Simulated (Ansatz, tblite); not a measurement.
**The cluster Li6H7−: a ladder of methods and basis sets**

How do method and basis change the picture of the cluster Li6H7− (singlet)?

Computed with Ansatz 0.2.0, Gaussian basis. Level: as each input shows.

Levels to be run: GFN1-xTB, GFN2-xTB, PBE-D4/def2-TZVPD, r2SCAN-D4/def2-TZVPD, BLYP-D4/def2-TZVPD, PBE-QIDH/def2-TZVPD, r2SCANh-D4/def2-TZVPD, r2SCAN0-D4/def2-TZVPD, ωB97X-V/def2-TZVPD, PBE+5HF/def2-TZVPD, PBE+10HF/def2-TZVPD, PBE+15HF/def2-TZVPD, PBE+35HF/def2-TZVPD, PBE+50HF/def2-TZVPD, PBE-D4/def2-SVPD, PBE0-D4/def2-SVPD, HF/STO-3G, HF/6-31G, B3LYP-D4/6-31G, CCSD(T)/def2-TZVPPD, MP2/def2-TZVPD, RPA/def2-TZVPD.

### Step 1. The geometry

The geometry is that of the singlet, from an earlier relaxation (PBE0-D4/def2-TZVPD). At that level it is the lowest of the isomers that a small search found.

13 atoms, charge -1, spin multiplicity 1.

Bond lengths: Li1–Li2 2.511 Å, Li1–Li4 2.823 Å, Li1–Li5 2.380 Å, Li1–Li6 2.722 Å, Li1–H8 1.842 Å, Li1–H9 1.845 Å, Li1–H10 1.895 Å, Li2–Li3 2.714 Å, Li2–Li4 2.557 Å, Li2–H7 1.850 Å, Li2–H8 1.789 Å, Li2–H9 1.782 Å, Li3–Li4 2.379 Å, Li3–Li5 2.837 Å, Li3–Li6 2.509 Å, Li3–H8 1.846 Å, Li3–H11 1.897 Å, Li3–H13 1.845 Å and more. Angles: Li2–Li1–Li4 56.9°, Li2–Li1–Li5 96.3°, Li2–Li1–Li6 72.8°, Li2–Li1–H8 45.4°, Li2–Li1–H9 45.2°, Li2–Li1–H10 95.5°, Li4–Li1–Li5 52.0°, Li4–Li1–Li6 81.9°, Li4–Li1–H8 43.8°, Li4–Li1–H9 97.2°, Li4–Li1–H10 41.0°, Li5–Li1–Li6 59.7°, Li5–Li1–H8 53.9°, Li5–Li1–H9 141.2°, Li5–Li1–H10 50.3°, Li6–Li1–H8 40.7°, Li6–Li1–H9 97.1°, Li6–Li1–H10 107.0° and more.

The ion is computed in the gas phase, without counter-ions or solvent.

PBE0-D4/def2-TZVPD was run before; its log isn't repeated, and its numbers join the tables.

### Step 2. GFN1-xTB

Tight binding, by tblite at 300 K electronic temperature and without a spin-polarisation term:

```python
tblite.interface.Calculator('GFN1-xTB', numbers, positions, charge=-1, uhf=0).singlepoint()
```

Energy -175.7221 eV, HOMO -5.64 eV, LUMO -2.77 eV; 0.005 s.

### Step 3. GFN2-xTB

Tight binding, by tblite at 300 K electronic temperature and without a spin-polarisation term:

```python
tblite.interface.Calculator('GFN2-xTB', numbers, positions, charge=-1, uhf=0).singlepoint()
```

Energy -152.2677 eV, HOMO -7.38 eV, LUMO -0.49 eV; 0.01 s.

### Step 4. PBE-D4/def2-TZVPD

start.molden holds the orbitals of an earlier run on this state, given as this run's starting guess.

in.yaml reads:

```yaml
crystal:
  periodic: [false, false, false]
  atoms:
    - {symbol: Li, position_ang: [0.728605, -1.342263, -1.032309]}
    - {symbol: Li, position_ang: [1.849001, 0.292108, 0.509396]}
    - {symbol: Li, position_ang: [-0.590815, 1.231314, 1.239785]}
    - {symbol: Li, position_ang: [0.134532, 1.417465, -1.017933]}
    - {symbol: Li, position_ang: [-1.413704, -0.306420, -0.997943]}
    - {symbol: Li, position_ang: [-0.728293, -1.273358, 1.265893]}
    - {symbol: H, position_ang: [1.162206, 2.008752, 0.440868]}
    - {symbol: H, position_ang: [0.134112, -0.117469, 0.209028]}
    - {symbol: H, position_ang: [2.395450, -1.225120, -0.248953]}
    - {symbol: H, position_ang: [0.000411, -0.029972, -2.189715]}
    - {symbol: H, position_ang: [-1.609969, 1.432310, -0.347929]}
    - {symbol: H, position_ang: [-1.127088, -2.050083, -0.365194]}
    - {symbol: H, position_ang: [-0.934428, -0.037264, 2.534975]}
basis:
  gaussian: {orbitals: def2-TZVPD, initial_orbitals: start.molden}
total_charge: -1
hamiltonian: {xc: pbe, dispersion: d4}
scf: {omitted_lower_state_checks: [starts]}
output: {orbitals: {seedname: orbitals}}
```

Command:

```
$ ansatz run in.yaml --threads 4 --pin off --events-out ev --progress --plain --max-ram 3916MiB
```

The runs that follow: r2SCAN-D4/def2-TZVPD; BLYP-D4/def2-TZVPD; PBE-QIDH/def2-TZVPD; r2SCANh-D4/def2-TZVPD; r2SCAN0-D4/def2-TZVPD; ωB97X-V/def2-TZVPD; PBE+5HF/def2-TZVPD; PBE+10HF/def2-TZVPD; PBE+15HF/def2-TZVPD; PBE+35HF/def2-TZVPD; PBE+50HF/def2-TZVPD; PBE-D4/def2-SVPD; PBE0-D4/def2-SVPD; HF/STO-3G; HF/6-31G; B3LYP-D4/6-31G; CCSD(T)/def2-TZVPPD; MP2/def2-TZVPD; RPA/def2-TZVPD.

Before running them: what should the planned runs give, taken together? Wanted: gap in def2-TZVPD, named functionals, smallest and largest; gap over the share of exact exchange; correlation energy, CCSD(T)/def2-TZVPPD; correlation energy, MP2/def2-TZVPD; PBE0 total energy, smallest basis above largest.

**Answer**, as computed:

```
                                                  quantity                                value
gap in def2-TZVPD, named functionals, smallest and largest  3.21 eV (PBE-D4), 7.44 eV (ωB97X-V)
                      gap over the share of exact exchange         3.21 eV at 0, 5.79 eV at 0.5
                   correlation energy, CCSD(T)/def2-TZVPPD                            -13.53 eV
                        correlation energy, MP2/def2-TZVPD                            -10.26 eV
           PBE0 total energy, smallest basis above largest      1.04 eV (def2-SVPD, def2-TZVPD)
```

Orbital gaps of the named functionals in def2-TZVPD span 3.21 eV (PBE-D4) to 7.44 eV (ωB97X-V); exact exchange widens it. Raising the share of exact exchange from 0 to 0.5 moves the HOMO by -2.00 eV and the LUMO by +0.57 eV.
